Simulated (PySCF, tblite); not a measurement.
# C₃H₁₀B₃F₂N: geometry, infrared bands and NMR shifts

Aim: predict the infrared bands and NMR shifts of C₃H₁₀B₃F₂N (`CB(C)B(N)CB(F)F`).

Computed with tblite 0.8.0 and PySCF 2.14.0, with density-fitted response routines of our own, on a single molecule in the gas phase. Atoms count from 0, in the outputs and in this text.

### Step 1. The molecule as given

19 atoms, charge 0, multiplicity 1; geometry from: force field or distance geometry start.

Bonds of the start (Å): C0–B1 1.59, B1–C2 1.58, B1–B3 1.67, B3–N4 1.52, B3–C5 1.56, C5–B6 1.58, B6–F7 1.46, B6–F8 1.46, C0–H9 1.12, C0–H10 1.11, C0–H11 1.12, C2–H12 1.11, C2–H13 1.10, C2–H14 1.10, N4–H15 1.03, N4–H16 1.04, C5–H17 1.11, C5–H18 1.10.

### Step 2. Optimising the geometry with GFN2-xTB

Job settings and geometry (Å):

```
{"job": {"kind": "relax", "xc": "GFN2-xTB", "basis": "xTB"}, "charge": 0, "multiplicity": 1}
C     -2.222800    -1.278500    -0.119600
B     -1.149900    -0.125200    -0.354600
C     -1.636900     1.374200    -0.498600
B      0.401400    -0.277400     0.251200
N      0.510500    -0.442500     1.761700
C      1.597100    -0.108500    -0.735500
B      2.996600     0.138100    -0.043700
F      3.219900     1.378500     0.695700
F      4.167700    -0.345500    -0.767100
H     -3.228100    -0.973200    -0.506000
H     -1.900700    -2.186000    -0.663900
H     -2.339700    -1.477300     0.972600
H     -1.271900     1.953700     0.373100
H     -2.736500     1.461400    -0.515400
H     -1.186600     1.764900    -1.422000
H      1.316700    -1.002500     2.077200
H      0.349500     0.434000     2.290400
H      1.453400     0.738500    -1.442400
H      1.650300    -1.017500    -1.360400
```

Run with:

```console
> OMP_NUM_THREADS=1 python probes_run.py task.json out
```

This one command runs all jobs of the session in turn.

**Question.** This job is followed by: GFN2-xTB harmonic vibrations, gas phase; GIAO PBE0/pcSseg-1 NMR shielding, non-relativistic, gas phase. What will the session give for the following? strongest single infrared mode (GFN2-xTB); zero-point energy (GFN2-xTB); 13C shifts against TMS (PBE0/pcSseg-1, means over atoms taken as alike); 1H shifts against TMS (PBE0/pcSseg-1, means over atoms taken as alike); 11B shifts against BF3·OEt2 (PBE0/pcSseg-1); 15N shifts against NH3 (PBE0/pcSseg-1); 19F shifts against CFCl3 (PBE0/pcSseg-1, means over atoms taken as alike).

As calculated:

| quantity | value |
| --- | --- |
| strongest single infrared mode (GFN2-xTB) | 1260 cm⁻¹, 495 km/mol |
| zero-point energy (GFN2-xTB) | 89.7 kcal/mol |
| 13C shifts against TMS (PBE0/pcSseg-1, means over atoms taken as alike) | 19.6, 12.8 ppm |
| 1H shifts against TMS (PBE0/pcSseg-1, means over atoms taken as alike) | 4.06, 1.20, 0.74 ppm |
| 11B shifts against BF3·OEt2 (PBE0/pcSseg-1) | 100.5, 48.8, 28.1 ppm |
| 15N shifts against NH3 (PBE0/pcSseg-1) | 113.4 ppm |
| 19F shifts against CFCl3 (PBE0/pcSseg-1, means over atoms taken as alike) | -71.8 ppm |

The optimisation took 213 steps and gained 2.240 eV; among the close pairs (by a distance rule), B3–N4 changed most, from 1.523 to 1.385 Å. All 51 modes are real, so the xTB geometry is a minimum. The strongest single mode, at 1260 cm⁻¹, moves mainly B6. GFN2-xTB is a fitted tight-binding method: band positions and strengths are rough. Its intensities can rank the bands wrongly. At PBE0/pcSseg-1: Shielding is most anisotropic at F7, F8 (span 287 ppm, paramagnetic term -225 ppm).
